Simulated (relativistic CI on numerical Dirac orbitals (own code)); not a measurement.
# Cs²⁺: one ion under different settings

Aim: see what numerical and physical settings do to the SCF, the total energy and the lowest levels of Cs²⁺.

Method: Dirac-Coulomb-Breit CI, KLI orbitals optimised for each configuration, model QED (radiative potential, 1s self-energy scaled to tabulated hydrogen-like ionisation energies), numerical settings as typed. Code: relativistic CI on numerical Dirac orbitals (own code) version 3.

### Step 1. Starting point

```
ion            : Cs²⁺ (Cs III)
nuclear charge : 55
electrons      : 53
isotope        : A = 133
```

### Step 2. The usual input

Settings of the run:

```ini
atom Cs  Z=55  charge=2  electrons=53
nucleus A=133  rms_radius_fm=4.8041
hamiltonian dirac-coulomb  breit=on  qed=on  c_scale=1
orbitals kli  potential=per-configuration
slater_scale 1
correlation none
mixing on
grid step=0.0125 r_max=67.1
scf mixing=0.4 start=green max_iterations=150 tolerance=2e-08 node_fill=0.05
configurations
  [Kr] 4d10 5s2 5p5
end
```

On the command line:

```console
> python run_levels.py task.json out
```

One command runs all members of the session, one after another, from task.json.

### Step 3. Grid step 0.008

Settings: those of step 2 with these lines changed.

```diff
@@ -7,3 +7,3 @@
 mixing on
-grid step=0.0125 r_max=67.1
+grid step=0.008 r_max=67.1
 scf mixing=0.4 start=green max_iterations=150 tolerance=2e-08 node_fill=0.05
```

### Step 4. Grid step 0.006

Settings: those of step 3 with these lines changed.

```diff
@@ -7,3 +7,3 @@
 mixing on
-grid step=0.008 r_max=67.1
+grid step=0.006 r_max=67.1
 scf mixing=0.4 start=green max_iterations=150 tolerance=2e-08 node_fill=0.05
```

### Step 5. Node fill 0.2

Settings: those of step 4 with these lines changed.

```diff
@@ -7,4 +7,4 @@
 mixing on
-grid step=0.006 r_max=67.1
-scf mixing=0.4 start=green max_iterations=150 tolerance=2e-08 node_fill=0.05
+grid step=0.0125 r_max=67.1
+scf mixing=0.4 start=green max_iterations=150 tolerance=2e-08 node_fill=0.2
 configurations
```

### Step 6. Grid step 0.03

Settings: those of step 5 with these lines changed.

```diff
@@ -7,4 +7,4 @@
 mixing on
-grid step=0.0125 r_max=67.1
-scf mixing=0.4 start=green max_iterations=150 tolerance=2e-08 node_fill=0.2
+grid step=0.03 r_max=67.1
+scf mixing=0.4 start=green max_iterations=150 tolerance=2e-08 node_fill=0.05
 configurations
```

### Step 7. Nuclear radius 48.041

Settings of the run:

```ini
atom Cs  Z=55  charge=2  electrons=53
nucleus A=133  rms_radius_fm=48.0410
hamiltonian dirac-coulomb  breit=on  qed=on  c_scale=1
orbitals kli  potential=per-configuration
slater_scale 1
correlation none
mixing on
grid step=0.0125 r_max=67.1
scf mixing=0.4 start=green max_iterations=88 tolerance=2e-08 node_fill=0.05
configurations
  [Kr] 4d10 5s2 5p5
end
```

(Steps that only read results are left out.)

**Question.** What will these runs give? Wanted: lowest level, usual settings; total energy; first excitation.

**Answer**, as computed:

| setting | total energy less usual (Ha) | largest shift of a level among the lowest eight of both runs, same label and place (cm⁻¹) | SCF iterations | time | lowest level | kind of change |
| --- | --- | --- | --- | --- | --- | --- |
| usual | 0 | 0 | 11 | 0.13 s | 5p5 2P°3/2 | - |
| grid step 0.008 | -9.36e-05 | 0 | 11 | 0.22 s | 5p5 2P°3/2 | numerical |
| grid step 0.006 | -0.000135 | 0 | 11 | 0.29 s | 5p5 2P°3/2 | numerical |
| node fill 0.2 | 0.00255 | 235 | 11 | 0.14 s | 5p5 2P°3/2 | numerical |
| grid step 0.03 | 0.000355 | 0.00966 | 11 | 0.063 s | 5p5 2P°3/2 | numerical |
| nuclear radius 48.041 | 17.9 | 33.4 | 11 | 0.18 s | 5p5 2P°3/2 | unsound |

| quantity | value |
| --- | --- |
| lowest level, usual settings | 5p5 2P°3/2 |
| total energy | -7775.5588 Ha |
| first excitation | 14118.1 cm⁻¹ |

**Reading.** Among the runs whose levels can be followed, they move most under «node fill 0.2» (numerical), by up to 235 cm⁻¹. Only the listed configurations are in the model. In a near-neutral ion this small CI can misplace whole configurations by 10,000 cm⁻¹ or more.
